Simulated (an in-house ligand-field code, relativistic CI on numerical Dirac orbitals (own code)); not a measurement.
**d5 in a ligand field: terms for several parameter sets**

Aim: the terms of a d5 shell from Racah B and C and the field, by exact diagonalisation.

Program: an in-house ligand-field code version 1. Level of theory: parametric ligand-field model of a d^n configuration (Racah B and C, spin-orbit zeta, crystal field), exact diagonalisation. These are calculated values, not measurements, unless marked.

### 1 What is computed

```
shell        : d5
set 1 (cm⁻¹) : B = 760, C = 3220, Oh, 10Dq = 49000
set 2 (cm⁻¹) : B = 620, C = 2750, Oh, 10Dq = 18350
set 3 (cm⁻¹) : B = 900, C = 3890, Td, 10Dq = -16600
set 4 (cm⁻¹) : B = 650, C = 3100, D3d, 10Dq = 10600, Dsigma = -1010, Dtau = -450
set 5 (cm⁻¹) : B = 700, C = 3610, D3d, 10Dq = 39400, Dsigma = -1200, Dtau = -140
set 6 (cm⁻¹) : B = 880, C = 4010, Oh, 10Dq = 29650
set 7 (cm⁻¹) : B = 520, C = 2230, Oh, 10Dq = 49000
set 8 (cm⁻¹) : B = 930, C = 3620, D4h, 10Dq = 10700, Ds = 470, Dt = 110
```

### 2 Set 1

Settings of the run:

```ini
n = 5
racah_B = 760  # cm-1
racah_C = 3220  # cm-1
zeta = 0  # cm-1
symmetry = Oh
field = {"10Dq": 49000}  # cm-1
```

### 3 Set 2

Settings of the run:

```ini
n = 5
racah_B = 620  # cm-1
racah_C = 2750  # cm-1
zeta = 0  # cm-1
symmetry = Oh
field = {"10Dq": 18350}  # cm-1
```

### 4 Set 3

Settings of the run:

```ini
n = 5
racah_B = 900  # cm-1
racah_C = 3890  # cm-1
zeta = 0  # cm-1
symmetry = Td
field = {"10Dq": -16600}  # cm-1
```

### 5 Set 4

Settings of the run:

```ini
n = 5
racah_B = 650  # cm-1
racah_C = 3100  # cm-1
zeta = 0  # cm-1
symmetry = D3d
field = {"10Dq": 10600, "Dsigma": -1010, "Dtau": -450}  # cm-1
```

### 6 Set 5

Settings of the run:

```ini
n = 5
racah_B = 700  # cm-1
racah_C = 3610  # cm-1
zeta = 0  # cm-1
symmetry = D3d
field = {"10Dq": 39400, "Dsigma": -1200, "Dtau": -140}  # cm-1
```

### 7 Set 6

Settings of the run:

```ini
n = 5
racah_B = 880  # cm-1
racah_C = 4010  # cm-1
zeta = 0  # cm-1
symmetry = Oh
field = {"10Dq": 29650}  # cm-1
```

### 8 Set 7

Settings of the run:

```ini
n = 5
racah_B = 520  # cm-1
racah_C = 2230  # cm-1
zeta = 0  # cm-1
symmetry = Oh
field = {"10Dq": 49000}  # cm-1
```

### 9 Set 8

Settings of the run:

```ini
n = 5
racah_B = 930  # cm-1
racah_C = 3620  # cm-1
zeta = 0  # cm-1
symmetry = D4h
field = {"10Dq": 10700, "Ds": 470, "Dt": 110}  # cm-1
```

(Steps that only read results are left out.)

Before running it: what results should come out? Wanted: lowest terms; sets at their largest spin, of those that allow S over 1.

As calculated:

| set | 10Dq/B (size) | lowest | S | electrons in z² and x²-y² | first level of the same spin (cm⁻¹) |
| --- | --- | --- | --- | --- | --- |
| 1: Oh | 64.5 | 2T2 | 0.50 | 0.02 | 2A2 44598 |
| 2: Oh | 29.6 | 2T2 | 0.50 | 0.06 | 2A2 15255 |
| 3: Td | 18.4 | 6A1 | 2.50 | 2.00 | - |
| 4: D3d | 16.3 | 6A1 | 2.50 | 2.00 | - |
| 5: D3d | 56.3 | 2A1 | 0.50 | 0.02 | 2E 3749 |
| 6: Oh | 33.7 | 2T2 | 0.50 | 0.05 | 2A2 25043 |
| 7: Oh | 94.2 | 2T2 | 0.50 | 0.01 | 2A2 45776 |
| 8: D4h | 11.5 | 6A1 | 2.50 | 2.00 | - |

| quantity | value |
| --- | --- |
| lowest terms | 1: 2T2, 2: 2T2, 3: 6A1, 4: 6A1, 5: 2A1, 6: 2T2, 7: 2T2, 8: 6A1 |
| sets at their largest spin, of those that allow S over 1 | 3, 4, 8 |

**Reading.** 3 of 8 sets have the highest spin that their shell allows, S = 5/2. A negative 10Dq stands for a tetrahedral field. B, C and the field are free parameters here, not those of a compound.
